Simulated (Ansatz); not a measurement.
## CS2 under changes of volume

One of the cells (35.848 Å³/atom); the others are scaled copies at fixed shape and fractional positions:

```
CELL_PARAMETERS angstrom
3.64579 -2.99431 0.00000
3.64579 2.99431 0.00000
0.00000 0.00000 9.85126
ATOMIC_POSITIONS crystal
S 0.18152 0.81848 0.88687
S 0.31848 0.68152 0.38687
S 0.68152 0.31848 0.61313
S 0.81848 0.18152 0.11313
C 0.50000 0.50000 0.50000
C 0.00000 0.00000 0.00000
```

The cell comes from a database or a generator and needn't be the stable form of this composition.

```yaml
Program: Ansatz 0.2.0
Functional: PBEsol
Potentials_or_basis: all-electron LAPW, scalar-relativistic
Cutoff: 518 eV (chosen from the basis error)
Basis_error_allowed: 0.001 eV/atom
k_mesh: 6 × 6 × 3
Occupations: fermi-dirac, width 0.05 eV
Spin: no spin polarisation
```

| volume (Å³/atom) | energy over the lowest point (meV/atom) | pressure (GPa) | gap on the mesh (eV) | largest force (eV/Å) |
| --- | --- | --- | --- | --- |
| 33.697 | ? | ? | ? | ? |
| 34.414 | 7.05 | 1.7 | 3.44 | 1.215 |
| 35.131 | 1.45 | 0.8 | 3.42 | 0.611 |
| 35.848 | 0.00 | -0.1 | 3.41 | 0.048 |
| 36.564 | 2.31 | -0.9 | 3.40 | 0.477 |
| 37.281 | 8.04 | -1.6 | 3.38 | 0.967 |
| 37.998 | 16.85 | -2.3 | 3.36 | 1.423 |

Question: What does the run at 33.697 Å³/atom give?

Answer: Energy over the lowest point 17.22 meV/atom; pressure 2.8 GPa; gap on the mesh 3.45 eV; largest force 1.864 eV/Å.

Worked out: A Birch-Murnaghan fit of order 3 (a polynomial in V^(-2/3)) to the other rows has its minimum at 35.75 Å³/atom with B0 = V·E''(V) = 42 GPa and B' = 3.9 at fixed shape and positions, which overstates the stiffness. It gives 17.25 meV/atom at 33.697 Å³/atom, against the run's 17.22, and -dE/dV = 2.8 GPa, against 2.8. A straight line through the other rows of the gap, of slope -0.764 eV per unit of ln V (its deformation potential), extrapolates to 3.46 eV, against the run's 3.45.

Energies are extrapolated to zero smearing.

Caveats: an odd mesh through Γ misses points on the zone boundary, where band edges often lie; forces of over 1 eV/Å show positions far from the minimum, so gaps and moduli don't describe the material at rest (some runs).
